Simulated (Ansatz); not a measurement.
# CH2FI, SMILES FCI: the interaction energy of a dimer with the counterpoise correction

With the Python package of Ansatz (0.2.0).

Run as a notebook:

In [1]:
```python
import ansatz as az
```

In [2]:
```python
BASIS_SET = "def2-SVPD"
FUNCTIONAL = "pbe"
```

In [3]:
```python
FIRST = [
    ("F", (1.169, 0.6931, -0.1802)),
    ("C", (0.083, -0.0984, 0.1056)),
    ("I", (-1.669, 0.6097, -0.875)),
    ("H", (0.4399, -1.0893, -0.2267)),
    ("H", (-0.0229, -0.1152, 1.1764)),
]
SECOND = [
    ("F", (2.0869, -0.5682, 2.5863)),
    ("C", (1.9654, -0.9764, 3.8925)),
    ("I", (3.7601, -1.8862, 4.5881)),
    ("H", (1.6927, -0.0308, 4.3936)),
    ("H", (1.1216, -1.6427, 3.9383)),
]
```

In [4]:
```python
def energy(atoms, ghosts=()):
    molecule = az.Crystal.molecule()
    for symbol, xyz in atoms:
        molecule = molecule.atom(symbol, xyz)
    calc = (
        molecule.calculation()
        .basis(gaussian=BASIS_SET)
        .functional(FUNCTIONAL)
    )
    deck = calc.input()
    if ghosts:
        deck = deck.set(az.key.basis.gaussian.ghost_atoms, [{"symbol": s, "position_ang": list(xyz)} for s, xyz in ghosts])
    return az.Session.from_dict(deck).plan().execute().report["free_energy_ev"]
```

In [5]:
```python
both = energy(FIRST + SECOND)
alone = energy(FIRST) + energy(SECOND)
ghosted = energy(FIRST, SECOND) + energy(SECOND, FIRST)
print(f"dimer {both:.6f} eV")
print(f"interaction, uncorrected   {96.485332 * (both - alone):8.3f} kJ/mol")
print(f"interaction, counterpoise  {96.485332 * (both - ghosted):8.3f} kJ/mol")
print(f"basis-set superposition    {96.485332 * (alone - ghosted):8.3f} kJ/mol")
```
```text
dimer -23759.902640 eV
interaction, uncorrected     -3.643 kJ/mol
interaction, counterpoise    -1.038 kJ/mol
basis-set superposition       2.605 kJ/mol
```

Uncorrected it is -3.643 kJ/mol, with the counterpoise correction -1.038 kJ/mol; the difference, 2.60 kJ/mol, is the superposition error.

What to keep in mind:
- Total energies depend on the basis set; only differences at equal settings carry meaning.
- The dimer is a generated trial pose of unrelaxed monomers, not a minimum, so the figure is no binding energy, and the basis set is small.
- def2 sets replace the cores of elements past krypton by effective core potentials.
- This level lacks the dispersion part of the attraction (electrostatics and induction are there), which can decide the sign where the interaction is weak.
- It ran for 12 s on 1 thread of Intel(R) Xeon(R) 6975P-C (Granite Rapids) (shared host), peak memory 0.33 GiB.

(Lines on the test bed's own set-up are left out of the output.)
